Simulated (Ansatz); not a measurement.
NaLi3, space group I4/mmm, a surface slab

Run with the Ansatz DFT code, driven from Python.

The script, `run_slab.py`:
```python
# -*- coding: utf-8 -*-
import warnings

import ansatz as az
from ase import Atoms
from ase.build import surface
import numpy as np

SETTINGS = {
    "occupations": "Fermi-Dirac",
    "sigma": 0.1,
    "functional": "lda",
}

warnings.simplefilter("ignore", az.DeckWarning)

atoms = Atoms(
    ["Na", "Li", "Li", "Li"],
    scaled_positions=[
        [0.0, 0.0, 0.0],
        [0.75, 0.25, 0.5],
        [0.25, 0.75, 0.5],
        [0.5, 0.5, 0.0],
    ],
    cell=[
        [-2.31583262, 2.31583262, 4.6481579],
        [2.31583262, -2.31583262, 4.6481579],
        [2.31583262, 2.31583262, -4.6481579],
    ],
    pbc=True,
)
slab = surface(atoms, (0, 0, 1), 3, vacuum=6.0)
slab.pbc = True

print(slab.get_chemical_formula(), "area {:.3f} A^2, cell height {:.2f} A".format(np.linalg.norm(np.cross(slab.cell[0], slab.cell[1])), slab.cell[2, 2]))


def common(structure):
    return (
        az.Crystal.from_ase(structure).calculation()
        .occupations(SETTINGS["occupations"], width=SETTINGS["sigma"])
        .functional(SETTINGS["functional"])
        .basis(18 * az.Ha)
    )


base = (
    common(slab)
    .kpoints(3, 3, 1)
    .electric_field(axis=3, dipole_correction=True)
    .potential()
    .forces()
)
res = base.run(threads=1)
summary = res.report

print(f"slab free energy {summary['free_energy_ev']:.4f} eV, Fermi level {summary['fermi_energy_ev']:.3f} eV")
for key, value in summary["work_function"].items():
    if isinstance(value, float):
        print(f"{key:34s} {value:12.5f}")

bulk = common(atoms).kpoints(7, 7, 7).run(threads=1).report
excess = summary["free_energy_ev"] - bulk["free_energy_ev"] * len(slab) / len(atoms)
area = np.linalg.norm(np.cross(slab.cell[0], slab.cell[1]))
print(f"mean surface energy {excess / (2 * area) * 16.02177:.3f} J/m^2 ({1000 * excess / (2 * area):.1f} meV/A^2)")

print("z (A) and force along z (eV/A)")
for site, force in sorted(zip(res.lattice.sites, summary["forces_ev_ang"]), key=lambda pair: pair[0].position_ang[2]):
    print(f"{site.symbol:3s} {site.position_ang[2]:8.3f} {force[2]:9.4f}")
```

```console
$ python run_slab.py
Li9Na3 area 30.446 A^2, cell height 20.19 A
RunWarning: efield: at this solve's end the planar-averaged density reaches 1.02e-4 e/Å³ inside the ramp window [0.9005, 0.0995] (bound 1e-5 e/Å³); the window's nearer edge stands 3.99 Å from this [...]
RunWarning: The output density's exchange-correlation potential varies sharply where the density is thin. Do not read a vacuum level from v_tot or v_xc, or from such a field of the output density. On [...]
slab free energy -6212.3879 eV, Fermi level -0.799 eV
ramp_position                           0.95000
ramp_width                              0.10000
amplitude_v_ang                         0.00000
dipole_field_v_ang                     -0.00850
dipole_moment_e_ang                    -0.02886
phi_plus_ev                             3.02494
phi_minus_ev                            2.85430
vacuum_level_plus_ev                    2.22634
vacuum_level_minus_ev                   2.05569
flatness_plus_ev_ang                    0.01574
flatness_minus_ev_ang                   0.01188
ramp_density_extremum_e_ang3            0.00010
ramp_density_minimum_e_ang3             0.00000
ramp_density_bound_e_ang3               0.00001
ramp_density_effective_e_ang3           0.00010
plane_spacing_ang                       0.13458
mean surface energy 0.450 J/m^2 (28.1 meV/A^2)
z (A) and force along z (eV/A)
Na     6.000   -0.0167
Li     6.000    0.1628
Li     7.638    0.0626
Li     7.638    0.0626
Na     9.275   -0.0475
Li     9.275   -0.0658
Li    10.913    0.0622
Li    10.913    0.0622
Na    12.550   -0.0057
Li    12.550    0.0551
Li    14.188   -0.1659
Li    14.188   -0.1659
```
(Warnings from the package without file and line, shortened.)

Reading the output:
- Absolute energies stand on the zero of these potentials, so only differences at equal settings mean something. A total without «per atom» is that of the whole cell that was run.
- The density doesn't vanish in the vacuum (a short gap or a low cutoff), which blurs the vacuum level.
- For a metal this k-point mesh is coarse: on a finer one energies can move by several to tens of meV an atom and pressures by half a GPa or more, differences at one mesh by less.
- An absolute Fermi energy rests on an arbitrary zero of the periodic potential and has no direct meaning.
- This cell is a computed structure, which may not be the phase found in nature.
- The slab is thin and cut from the structure as given; a cut can leave two unlike or polar faces, and the surface energy is then their mean. Miller indices refer to the vectors of the cell as typed, and the lattice isn't relaxed for this functional, so relaxation and surface energy can hold strain.
- The script silences the warnings on its input, which a real study should read.
- Timing: 19 s on 1 thread of Arm Neoverse V1 (shared host), peak memory 0.73 GiB.
